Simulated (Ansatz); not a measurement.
# One shape, several levels: SnH3F (SnFH3)

Aim: a comparison of 6 runs (PBE0/STO-3G, UPBE0/STO-3G, wB97M-V/STO-3G, RPA@PBE/STO-3G, CCSDT(Q)/STO-3G, CCSD(T)/STO-3G) of SnH3F (SnFH3). 

The calculation is run with Ansatz 0.2.0.

50 further runs of the same task are left out: 7 that didn't finish, 43 set aside as unsound or not needed.

### Step 1. The molecule

The species is SnH3F (5 atoms), meant as a singlet with charge 0. As SMILES, `[H][Sn]([H])([H])[F]`. The H4–Sn1 distance was set to 3.323 Å, away from the relaxed value. At this shape a bond of the SMILES string is far longer than usual.

Bond lengths: Sn1–F2 1.924 Å, Sn1–H3 1.664 Å, Sn1–H5 1.663 Å. Angles: F2–Sn1–H3 102.5°, F2–Sn1–H5 102.6°, H3–Sn1–H5 115.3°.

### Step 2. A single-point energy at PBE0/STO-3G (run 1)

input.yaml reads:

```yaml
crystal:
  periodic: [false, false, false]
  atoms:
    - {symbol: Sn, position_ang: [0.812592, -1.403658, 0.178629]}
    - {symbol: F, position_ang: [0.826922, -1.425348, 2.102899]}
    - {symbol: H, position_ang: [2.434412, -1.395108, -0.192621]}
    - {symbol: H, position_ang: [-0.817750, 1.408460, -0.512480]}
    - {symbol: H, position_ang: [0.004552, -2.808658, -0.194191]}
basis:
  gaussian:
    orbitals: STO-3G
hamiltonian:
  xc: pbe0
accuracy: high
```

Run with:

```
$ ansatz run input.yaml --threads 1 --pin off --max-ram 2610MiB --events-out events.jsonl --progress --plain --runs-dir runs
```

The program printed:

```text
Warning: RAYON_NUM_THREADS=1 ignored (pool sized by the plan → 1); use --threads N
Functional definition: PBE0
  name "PBE0"
  parameter a = 0.25
  parameter kappa = 0.804
  parameter beta = 0.06672455060314922
  exchange = (1 - a)*pbe_x(kappa = kappa, mu = beta*pi^2/3) + a*exact_x
  correlation = pbe_c(beta = beta)
635 factors; integrals over basis functions are off by at most 4.9e-9 eV
mean field evaluation 1: about -165029.2933 eV, gradient 2.2e1 eV
mean field evaluation 2: about -165023.2747 eV, gradient 2.4e1 eV
mean field evaluation 4: about -165034.8465 eV, gradient 7.9e0 eV
mean field evaluation 8: about -165035.2864 eV, gradient 1.2e-1 eV
mean field evaluation 16: about -165035.2304 eV, gradient 3.0e-5 eV
mean field -165035.23042022 eV, -6064.9328530462 hartree, gradient 6.7e-8 eV, S^2 0.000000; 0 other end points of the search recorded, 0 dependent functions left out
reference -165035.23042163 eV, -6064.9328530981 hartree; 31, 31 occupied and 4, 4 virtual orbitals, 635 factors
Total energy: -165035.23042163 eV, -6064.9328530981 hartree
```

It took 3.3 s on 1 thread of Arm Neoverse N1, shared host; peak memory 0.11 GiB.

### Step 3. The energy at UPBE0/STO-3G (run 2)

molecule.yaml reads:

```yaml
crystal:
  periodic: [false, false, false]
  atoms:
    - {symbol: Sn, position_ang: [0.812592, -1.403658, 0.178629]}
    - {symbol: F, position_ang: [0.826922, -1.425348, 2.102899]}
    - {symbol: H, position_ang: [2.434412, -1.395108, -0.192621]}
    - {symbol: H, position_ang: [-0.817750, 1.408460, -0.512480]}
    - {symbol: H, position_ang: [0.004552, -2.808658, -0.194191]}
basis:
  gaussian: {orbitals: STO-3G}
magnetization: {spin_polarized: true}
hamiltonian: {xc: pbe0}
accuracy: high
```

Run with:

```
$ ansatz run molecule.yaml --threads 1 --pin off --max-ram 2610MiB --events-out events.jsonl --progress --plain --runs-dir runs
```

The program printed, cut to the lines that bear on the results:

```text
Warning: RAYON_NUM_THREADS=1 ignored (pool sized by the plan → 1); use --threads N
[... 7 set-up lines as earlier in the session ...]
635 factors; integrals over basis functions are off by at most 4.9e-9 eV
mean field evaluation 1: about -165029.2933 eV, gradient 1.6e1 eV
mean field evaluation 2: about -165023.2747 eV, gradient 1.7e1 eV
mean field evaluation 4: about -165034.8464 eV, gradient 5.6e0 eV
mean field evaluation 8: about -165035.2864 eV, gradient 8.5e-2 eV
mean field evaluation 16: about -165035.2304 eV, gradient 6.5e-5 eV
mean field evaluation 32: about -165036.4334 eV, gradient 1.1e-7 eV
mean field -165036.43343470 eV, -6064.9770630129 hartree, gradient 4.0e-8 eV, S^2 0.929606; 3 other end points of the search recorded, 0 dependent functions left out
reference -165036.43343621 eV, -6064.9770630683 hartree; 31, 31 occupied and 4, 4 virtual orbitals, 635 factors
Total energy: -165036.43343621 eV, -6064.9770630683 hartree
```

It took 13 s on 1 thread of Arm Neoverse N1, shared host; peak memory 0.18 GiB.

Runs 3 to 5 aren't shown in full; the table further down has their settings and results.

### Step 4. The energy at CCSD(T)/STO-3G (run 6)

molecule.yaml reads:

```yaml
crystal:
  periodic: [false, false, false]
  atoms:
    - symbol: Sn
      position_ang: [0.812592, -1.403658, 0.178629]
    - symbol: F
      position_ang: [0.826922, -1.425348, 2.102899]
    - symbol: H
      position_ang: [2.434412, -1.395108, -0.192621]
    - symbol: H
      position_ang: [-0.817750, 1.408460, -0.512480]
    - symbol: H
      position_ang: [0.004552, -2.808658, -0.194191]
basis:
  gaussian:
    orbitals: STO-3G
total_charge: 0
correlation:
  method: ccsd_t
  frozen_orbitals: {F: 1, H: 0, Sn: 18}
accuracy: high
scf:
  omitted_lower_state_checks: [cluster_reference, increment]
```

Run with:

```
$ ansatz run molecule.yaml --threads 1 --pin off --max-ram 2610MiB --events-out events.jsonl --progress --plain --runs-dir runs
```

The program printed:

```text
Warning: RAYON_NUM_THREADS=1 ignored (pool sized by the plan → 1); use --threads N
[... 11 lines left out ...]
19 core orbitals not correlated: weight in the atoms' cores, before any rotation towards them, 1.000 or more for the frozen orbitals, at most 0.000 for the correlated occupied ones
[... 33 lines left out ...]
WARN: these amplitudes may be one of several solutions (largest doubles amplitude 0.69, level shift 8.39 eV)
Total energy: -164982.54544419 eV, -6062.9967158883 hartree
Checks for a lower state left out: cluster_reference, increment
```

Wall time 1.1 s (1 thread of Arm Neoverse N1, shared host).

### Step 5. All runs side by side

```tsv
run	level	frozen core orbitals	energy (Eh)	wall time
1	PBE0/STO-3G	–	-6064.932853	3.3 s
2	UPBE0/STO-3G	–	-6064.977063	13 s
3	wB97M-V/STO-3G	–	-6065.386563	39 s
4	RPA@PBE/STO-3G	19	-6063.015273	5.4 s
5	CCSDT(Q)/STO-3G	19	-6062.997546	2.1 s
6	CCSD(T)/STO-3G	19	-6062.996716	1.1 s
```

### Step 6. Summary of results

```
                                           quantity           value
                                run 6: total energy  -6062.99672 Eh
run 6: correlation energy (19 core orbitals frozen)      -202.8 mEh
                              run 6: (T) correction       -8.65 mEh
                               run 6: T1 diagnostic           0.022
```

What this shows: Totals of different functionals can't be ranked against each other. In runs 4, 5, 6 the log says that unrestricted orbitals would lower the reference, so the values rest on an unstable closed-shell determinant (other closed-shell runs at this shape may share the fault). In runs 1, 2, 3, 4, 5, 6 the basis is minimal, so the values are rough. In runs 1, 3, 4, 6 a closed-shell determinant meets a far-stretched bond, which it describes badly. In runs 1, 2, 3, 4, 5, 6 relativity is left out where basis or elements ask for it. Spin contamination of the reference: run 2 ⟨S²⟩ = 0.93. Where it is this large, the reference is a mixture of spin states, and values that rest on it are in doubt. All runs together took 65 s, the longest 39 s.
